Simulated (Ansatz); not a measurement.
# PtSe2: the cost of one run

Method: DFT LDA, scalar-relativistic, plane waves, PAW, in Ansatz 0.2.0.

The COD entry's cell or inner coordinates are ideal or old and differ from later refinements, so a difference from it is no clean test against experiment.

## 1. The starting structure

It takes space group P-3m1 (No. 164, trigonal). The conventional cell has a = 3.724 Å, b = 3.724 Å, c = 5.062 Å, α = 90.00°, β = 90.00°, γ = 120.00°. Pt (site symmetry -3m) is surrounded by 6 Se at 2.49 Å. Se (site symmetry 3m) is surrounded by 3 Pt at 2.49 Å.

As a file:

```
CELL_PARAMETERS angstrom
3.72400 0.00000 0.00000
-1.86200 3.22508 0.00000
0.00000 0.00000 5.06200
ATOMIC_POSITIONS crystal
Pt 0.00000 0.00000 0.00000
Se 0.33333 0.66667 0.25000
Se 0.66667 0.33333 0.75000
```

Source of the structure: the Crystallography Open Database.

## 2. A first look at the start

File input.yaml:

```yaml
crystal:
  lattice:
    - [3.7240006046, 0.0, 0.0]
    - [-1.8620003023, 3.2250791273, 0.0]
    - [0.0, 0.0, 5.062]
  atoms:
    - { symbol: Pt, position: [0.0, 0.0, 0.0] }
    - { symbol: Se, position: [0.3333333333, 0.6666666667, 0.25] }
    - { symbol: Se, position: [0.6666666667, 0.3333333333, 0.75] }
basis:
  ecutwfc: 420
kpoints:
  mp_grid: { grid: [6, 6, 4] }
hamiltonian:
  xc: lda
scf:
  occupations: { method: gaussian, width: 0.1 }
output:
  forces: true
  stress: true
  eigenvalues: true
```

On the command line:

```bash
> ansatz run input.yaml --threads 2 --pin off --max-ram 5120MiB --backend cpu --events-out ev --progress --plain --runs-dir out
```

Q: Estimate wall time and peak memory on 2 threads of Intel Xeon at 2.50GHz (Skylake/Cascade Lake), shared host.

About 4.1 s, with a peak of 0.36 GiB.
